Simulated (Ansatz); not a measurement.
# C3H7AlGe: geometry optimisation

The task is to find a stationary geometry of C3H7AlGe.

Program: Ansatz 0.2.0, Gaussian basis. Level of theory: RKS PBE0-D4/def2-TZVP. These are calculated values, not measurements.

Plan: relaxation at PBE-D4/def2-SVP; relaxation at PBE0-D4/def2-TZVP.

## (1) The system as given

SMILES `[AlH2][GeH]1[CH]=C[CH2]1`, 12 atoms, charge 0, spin multiplicity 1.

Atoms are counted from 1 here; the program's logs count them from 0.

Bond lengths: Al1–Ge2 2.438 Å, Al1–H6 1.672 Å, Al1–H7 1.570 Å, Ge2–C3 1.936 Å, Ge2–C5 1.825 Å, Ge2–H8 1.504 Å, C3–C4 1.457 Å, C3–H9 1.053 Å, C4–C5 1.514 Å, C4–H10 1.022 Å, C5–H11 1.106 Å, C5–H12 1.146 Å. Angles: Ge2–Al1–H6 116.9°, Ge2–Al1–H7 122.1°, H6–Al1–H7 118.1°, Al1–Ge2–C3 113.0°, Al1–Ge2–C5 111.6°, Al1–Ge2–H8 123.8°, C3–Ge2–C5 70.0°, C3–Ge2–H8 112.6°, C5–Ge2–H8 113.6°, Ge2–C3–C4 96.9°, Ge2–C3–H9 131.0°, C4–C3–H9 131.6°, C3–C4–C5 93.2°, C3–C4–H10 133.4°, C5–C4–H10 132.6°, Ge2–C5–C4 99.6°, Ge2–C5–H11 110.4°, Ge2–C5–H12 110.4° and more.

As a file:

```xyz
12

Al   -0.1496    1.4824    1.9804
Ge   -0.9310   -0.0590    0.2606
C    -0.1979    0.3249   -1.4891
C     0.8066   -0.7306   -1.4929
C     0.3442   -1.2928   -0.1653
H    -0.9408    2.9508    2.0977
H     1.2730    1.3541    2.6310
H    -2.3342   -0.5948    0.1935
H    -0.3719    1.1263   -2.1498
H     1.4653   -1.0704   -2.1959
H    -0.1001   -2.3040   -0.2167
H     1.2133   -1.2420    0.5805
```

The start is a force-field geometry with small random shifts, so a cheaper pass at PBE-D4/def2-SVP comes first.

## (2) Optimising with PBE-D4/def2-SVP (cheap first pass)

The input, in.yaml:

```yaml
crystal:
  periodic: [false, false, false]
  atoms:
    - {symbol: Al, position_ang: [-0.149600, 1.482400, 1.980400]}
    - {symbol: Ge, position_ang: [-0.931000, -0.059000, 0.260600]}
    - {symbol: C, position_ang: [-0.197900, 0.324900, -1.489100]}
    - {symbol: C, position_ang: [0.806600, -0.730600, -1.492900]}
    - {symbol: C, position_ang: [0.344200, -1.292800, -0.165300]}
    - {symbol: H, position_ang: [-0.940800, 2.950800, 2.097700]}
    - {symbol: H, position_ang: [1.273000, 1.354100, 2.631000]}
    - {symbol: H, position_ang: [-2.334200, -0.594800, 0.193500]}
    - {symbol: H, position_ang: [-0.371900, 1.126300, -2.149800]}
    - {symbol: H, position_ang: [1.465300, -1.070400, -2.195900]}
    - {symbol: H, position_ang: [-0.100100, -2.304000, -0.216700]}
    - {symbol: H, position_ang: [1.213300, -1.242000, 0.580500]}
basis:
  gaussian: {orbitals: def2-SVP}
hamiltonian: {xc: pbe, dispersion: d4}
relax: {f_tol: 0.03, max_steps: 200}
```

Launch:

```bash
$ ansatz run in.yaml --threads 4 --pin off --events-out ev --progress --plain --max-ram 10444MiB
```

What it wrote, cut to the lines that bear on the results:

```text
Functional definition: PBE
  name "PBE"
  cite "Perdew, Burke & Ernzerhof, Phys. Rev. Lett. 77, 3865 (1996) doi:10.1103/PhysRevLett.77.3865"
  parent pbe
[...]
1424 factors; their error is unknown
[...]
mean field -66308.63997827 eV, -2436.7975735909 hartree, gradient 1.7e-5 eV, S^2 0.000000; 0 other end points of the search recorded, 0 dependent functions left out
[...]
reference -66308.64002194 eV, -2436.7975751959 hartree; 35, 35 occupied and 92, 92 virtual orbitals, 1424 factors
relax step   1: F+E_penalty+E_count = -66308.93063745 eV  Δ(F+E_penalty+E_count) = +0.000e0 eV  max|allowed force component| = 6.975e0 eV/Å  Δτ_max = 0.0000 Å  (29 SCF iters, accepted)
[...]
relax step   3: F+E_penalty+E_count = -66310.32590074 eV  Δ(F+E_penalty+E_count) = -1.362e-1 eV  max|allowed force component| = 9.000e-1 eV/Å  Δτ_max = 0.1703 Å  (37 SCF iters, accepted)
[...]
relax step   5: F+E_penalty+E_count = -66310.38880444 eV  Δ(F+E_penalty+E_count) = -6.290e-2 eV  max|allowed force component| = 1.367e-1 eV/Å  Δτ_max = 0.0853 Å  (30 SCF iters, accepted)
[...]
relax step   7: F+E_penalty+E_count = -66310.39226296 eV  Δ(F+E_penalty+E_count) = -1.145e-3 eV  max|allowed force component| = 1.059e-1 eV/Å  Δτ_max = 0.0537 Å  (32 SCF iters, accepted)
[...]
1424 factors; their error is unknown
[...]
mean field -66310.11561117 eV, -2436.8518020998 hartree, gradient 1.8e-5 eV, S^2 0.000000; 1 other end points of the search recorded, 0 dependent functions left out
[...]
reference -66310.11565587 eV, -2436.8518037426 hartree; 35, 35 occupied and 92, 92 virtual orbitals, 1424 factors
Total energy: -66310.39423513 eV, -2436.8620413414 hartree
Atom 0 at    -0.190746     1.687404     1.958922 Å, force    -0.006834     0.003706     0.006649 eV/Å
Atom 1 at    -0.896139    -0.008517     0.292318 Å, force     0.003344     0.008059     0.000028 eV/Å
Atom 2 at    -0.148271     0.364326    -1.505577 Å, force    -0.005607    -0.005156     0.007853 eV/Å
Atom 3 at     0.674003    -0.714664    -1.449753 Å, force     0.016680     0.009065    -0.009295 eV/Å
Atom 4 at     0.423966    -1.478725    -0.164632 Å, force    -0.015805    -0.022037     0.003226 eV/Å
Atom 5 at    -1.107762     2.960424     2.301706 Å, force     0.008434    -0.007222    -0.000009 eV/Å
Atom 6 at     1.260273     1.567487     2.634343 Å, force    -0.002465     0.002284    -0.002556 eV/Å
Atom 7 at    -2.392738    -0.458692     0.302956 Å, force     0.000813    -0.001730    -0.000935 eV/Å
Atom 8 at    -0.227032     1.117677    -2.304841 Å, force     0.003218    -0.004396    -0.004591 eV/Å
Atom 9 at     1.420459    -1.012641    -2.215338 Å, force    -0.004998     0.000893     0.001999 eV/Å
Atom 10 at    -0.045271    -2.474628    -0.313876 Å, force     0.005950     0.008577     0.003265 eV/Å
Atom 11 at     1.306157    -1.604550     0.497771 Å, force    -0.002729     0.007957    -0.005634 eV/Å
Dipole moment:     0.042435    -0.072832     0.024184 e Å
```

It took 15 s on 4 threads of Arm Neoverse V2, shared host.

Step by step: (the energy doesn't fall at every step)

```
step  energy from step 1 (eV)  largest force component (eV/Å)
   1                   0.0000                          6.9752
   2                  -1.2591                          1.9732
   3                  -1.3953                          0.9000
   4                  -1.1947                          2.1293
   5                  -1.4582                          0.1367
   6                  -1.4605                          0.0775
   7                  -1.4616                          0.1059
   8                  -1.4622                          0.1004
   9                  -1.4629                          0.0514
  10                  -1.4634                          0.0103
  11                  -1.4636                          0.0220
```

The force was under the threshold of 0.03 eV/Å already at step 10, but the program went on to step 11.

Close pairs (by a distance rule), those that changed most:

```
   bond  before (Å)  after (Å)  change (Å)
 Ge2–C5       1.825      2.028      +0.203
  C3–C4       1.457      1.358      -0.099
 C4–H10       1.022      1.110      +0.088
 Al1–H6       1.672      1.606      -0.066
 Ge2–H8       1.504      1.563      +0.059
  C3–H9       1.053      1.101      +0.048
 Ge2–C3       1.936      1.983      +0.047
Al1–Ge2       2.438      2.480      +0.042
```

## (3) Relaxation at PBE0-D4/def2-TZVP

The input, in.yaml:

```yaml
crystal:
  periodic: [false, false, false]
  atoms:
    - {symbol: Al, position_ang: [-0.190746, 1.687404, 1.958922]}
    - {symbol: Ge, position_ang: [-0.896139, -0.008517, 0.292318]}
    - {symbol: C, position_ang: [-0.148271, 0.364326, -1.505577]}
    - {symbol: C, position_ang: [0.674003, -0.714664, -1.449753]}
    - {symbol: C, position_ang: [0.423966, -1.478725, -0.164632]}
    - {symbol: H, position_ang: [-1.107762, 2.960424, 2.301706]}
    - {symbol: H, position_ang: [1.260273, 1.567487, 2.634343]}
    - {symbol: H, position_ang: [-2.392738, -0.458692, 0.302956]}
    - {symbol: H, position_ang: [-0.227032, 1.117677, -2.304841]}
    - {symbol: H, position_ang: [1.420459, -1.012641, -2.215338]}
    - {symbol: H, position_ang: [-0.045271, -2.474628, -0.313876]}
    - {symbol: H, position_ang: [1.306157, -1.604550, 0.497771]}
basis:
  gaussian: {orbitals: def2-TZVP}
hamiltonian: {xc: pbe0, dispersion: d4}
relax: {f_tol: 0.005, max_steps: 150}
```

Launched as before.

What it wrote, cut to the lines that bear on the results:

```text
Functional definition: PBE0
  name "PBE0"
  cite "Adamo & Barone, J. Chem. Phys. 110, 6158 (1999) doi:10.1063/1.478522"
  cite "Perdew, Burke & Ernzerhof, Phys. Rev. Lett. 77, 3865 (1996) doi:10.1103/PhysRevLett.77.3865"
  parent pbe
[...]
1528 factors; their error is unknown
[...]
mean field -66325.60146125 eV, -2437.4208965937 hartree, gradient 5.8e-5 eV, S^2 0.000000; 0 other end points of the search recorded, 0 dependent functions left out
[...]
reference -66325.60150161 eV, -2437.4208980766 hartree; 35, 35 occupied and 185, 185 virtual orbitals, 1528 factors
relax step   1: F+E_penalty+E_count = -66325.83956605 eV  Δ(F+E_penalty+E_count) = +0.000e0 eV  max|allowed force component| = 5.400e-1 eV/Å  Δτ_max = 0.0000 Å  (30 SCF iters, accepted)
[...]
Atom 2 at    -0.160877     0.345250    -1.526605 Å, force     0.000054    -0.001195     0.000807 eV/Å
Atom 3 at     0.644914    -0.722788    -1.480499 Å, force     0.000026     0.004432    -0.002337 eV/Å
Atom 4 at     0.446203    -1.454136    -0.176655 Å, force    -0.002788    -0.001946    -0.000475 eV/Å
Atom 5 at    -1.045744     3.009624     2.199465 Å, force    -0.000860     0.000960     0.000484 eV/Å
Atom 6 at     1.132853     1.478006     2.841235 Å, force     0.000338     0.000226     0.001192 eV/Å
Atom 7 at    -2.325284    -0.443810     0.339435 Å, force     0.000470    -0.000475    -0.000161 eV/Å
Atom 8 at    -0.258530     1.064528    -2.331243 Å, force     0.000826    -0.000308    -0.000597 eV/Å
Atom 9 at     1.344637    -1.038931    -2.256286 Å, force    -0.000338    -0.001010     0.000382 eV/Å
Atom 10 at    -0.005752    -2.442692    -0.287202 Å, force     0.000277    -0.000568     0.000786 eV/Å
Atom 11 at     1.341547    -1.546742     0.442123 Å, force     0.000256     0.000515     0.000015 eV/Å
Dipole moment:     0.047917    -0.045832     0.024607 e Å
```

Wall time 94 s (4 threads of Arm Neoverse V2, shared host); peak memory 0.73 GiB.

Relaxation path: (the energy doesn't fall at every step)

```
step  energy from step 1 (eV)  largest force component (eV/Å)
   1                   0.0000                          0.5400
   2                  -0.0431                          0.1603
   3                  -0.0454                          0.0904
   4                  -0.0467                          0.0373
   5                  -0.0469                          0.0155
   6                  -0.0471                          0.0113
   7                  -0.0473                          0.0151
   8                   0.5888                          5.6106
   9                  -0.0473                          0.0164
  10                  -0.0472                          0.0335
  11                  -0.0474                          0.0084
  12                  -0.0474                          0.0072
  13                  -0.0474                          0.0051
  14                  -0.0475                          0.0029
  15                  -0.0475                          0.0094
  16                  -0.0475                          0.0147
  17                  -0.0476                          0.0182
  18                  -0.0476                          0.0173
  19                  -0.0476                          0.0230
  20                  -0.0477                          0.0230
  21                  -0.0477                          0.0104
  22                  -0.0477                          0.0045
  23                  -0.0477                          0.0019
  24                  -0.0477                          0.0044
```

The force was under the threshold of 0.005 eV/Å already at step 14, but the program went on to step 24.

Distances of close pairs at the start and the end, largest changes first:

```
  bond  before (Å)  after (Å)  change (Å)
Ge2–C5       2.028      2.006      -0.022
Ge2–C3       1.983      1.962      -0.020
 C3–C4       1.358      1.339      -0.019
C4–H10       1.110      1.092      -0.018
C5–H11       1.111      1.093      -0.018
C5–H12       1.110      1.092      -0.018
 C3–H9       1.101      1.084      -0.017
Al1–H6       1.606      1.589      -0.017
```

Mulliken charges of the relaxed molecule (report file):

```
atom  value (e)
 Al1       0.32
 Ge2       0.08
  C3      -0.27
  C4      -0.12
  C5      -0.28
  H6      -0.10
  H7      -0.09
  H8      -0.01
  H9       0.12
 H10       0.11
 H11       0.13
 H12       0.12
```

## (4) Results

| quantity | value |
| --- | --- |
| point group | C1 |
| steps | 11 + 24 |
| shift from the start (rms) | 0.204 Å |
| total energy | -66325.8873 eV |
| dispersion term | -237 meV |
| dipole moment | 0.34 D |

The relaxed geometry lies 0.20 Å (rms) from the start; the bond that changed most is Ge2–C5, from 1.825 to 2.006 Å. No vibrations were run, so it is not proven to be a minimum. The largest Mulliken charge, +0.32 e, sits on Al1.
